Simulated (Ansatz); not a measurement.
# ZnPt: pressure against volume

One table from this session's results is given with a row withheld; the runs are named, their logs left out.

Program: Ansatz 0.2.0. Level of theory: DFT PBEsol, scalar-relativistic. These are calculated values, not measurements.

## The starting structure

Symmetry: P4/mmm, No. 123, tetragonal system. Conventional cell: a = 2.864 Å, b = 2.864 Å, c = 3.510 Å, α = 90.00°, β = 90.00°, γ = 90.00°. Zn (site symmetry 4/mmm) has 8 Pt at 2.68 Å and 4 Zn at 2.86 Å as nearest neighbours. Around Pt (site symmetry 4/mmm) lie 8 Zn at 2.68 Å and 4 Pt at 2.86 Å.

Coordinates:

```cif
data_structure
_symmetry_space_group_name_H-M 'P 1'
_symmetry_Int_Tables_number 1
_cell_length_a 2.8640
_cell_length_b 2.8640
_cell_length_c 3.5100
_cell_angle_alpha 90.000
_cell_angle_beta 90.000
_cell_angle_gamma 90.000
_cell_volume 28.79
loop_
_atom_site_label
_atom_site_type_symbol
_atom_site_fract_x
_atom_site_fract_y
_atom_site_fract_z
_atom_site_occupancy
Zn1 Zn 0.50000 0.50000 0.50000 1
Pt1 Pt 0.00000 0.00000 0.00000 1
```

Atoms are numbered in the order of the input: Zn1, Pt2.

The first run:

The input, input.yaml:

```yaml
crystal:
  lattice:
    - [2.8252925524, 0.0, 0.0]
    - [0.0, 2.8252925524, 0.0]
    - [0.0, 0.0, 3.4625617524]
  atoms:
    - { symbol: Zn, position: [0.5, 0.5, 0.5] }
    - { symbol: Pt, position: [0.0, 0.0, 0.0] }
kpoints:
  mp_grid: { grid: [11, 11, 9] }
  band_path:
    path:
      - [0.0, 0.0, 0.0]
      - [0.0, 0.5, 0.0]
      - [0.5, 0.5, 0.0]
      - [0.0, 0.0, 0.0]
      - [0.0, 0.0, 0.5]
      - [0.0, 0.5, 0.5]
      - [0.5, 0.5, 0.5]
      - [0.0, 0.0, 0.5]
      - [0.0, 0.5, 0.0]
    npoints: 5
scf:
  occupations: { method: fermi_dirac, width: 0.05 }
hamiltonian:
  xc: pbesol
  pseudopotentials: { kind: all_electron, lapw: { basis_error: 0.00025 } }
output:
  forces: true
  stress: true
  eigenvalues: true
```

Command:

```console
> ansatz run input.yaml --threads 1 --pin off --max-ram 3072MiB --backend cpu --events-out ev --progress --plain --runs-dir out
```

Among the steps run: Volume × 0.96, LAPW; Volume × 0.96, PAW; Volume × 0.96, crystal datasets; Volume × 0.99, LAPW; Volume × 0.99, PAW; Volume × 0.99, crystal datasets; Volume × 1.02, LAPW; Volume × 1.02, PAW; Volume × 1.02, crystal datasets; Volume × 1.06, LAPW; Volume × 1.06, PAW; Volume × 1.06, crystal datasets.

One table of the session follows, with a row left open; its other results are not shown here.

```
          method  volume (Å³/atom)  pressure (GPa)
            LAPW            13.820            1.99
            LAPW            14.251           -4.07
            LAPW            14.683           -9.07
            LAPW            15.259          -14.39
             PAW            13.820            1.97
             PAW            14.251           -4.09
             PAW            14.683           -9.09
             PAW            15.259               ?
crystal datasets            13.820            1.99
crystal datasets            14.251           -4.07
crystal datasets            14.683           -9.07
crystal datasets            15.259          -14.39
```

**Question.** Estimate the row for PAW, 15.259.

The run gave: pressure (GPa): -14.41. In the column «pressure (GPa)» it is the lowest.

To keep in mind: Shape and positions are held, so a fully relaxed modulus can be lower. Warnings in the runs' records: gradients without spin orbit, crystal datasets made.
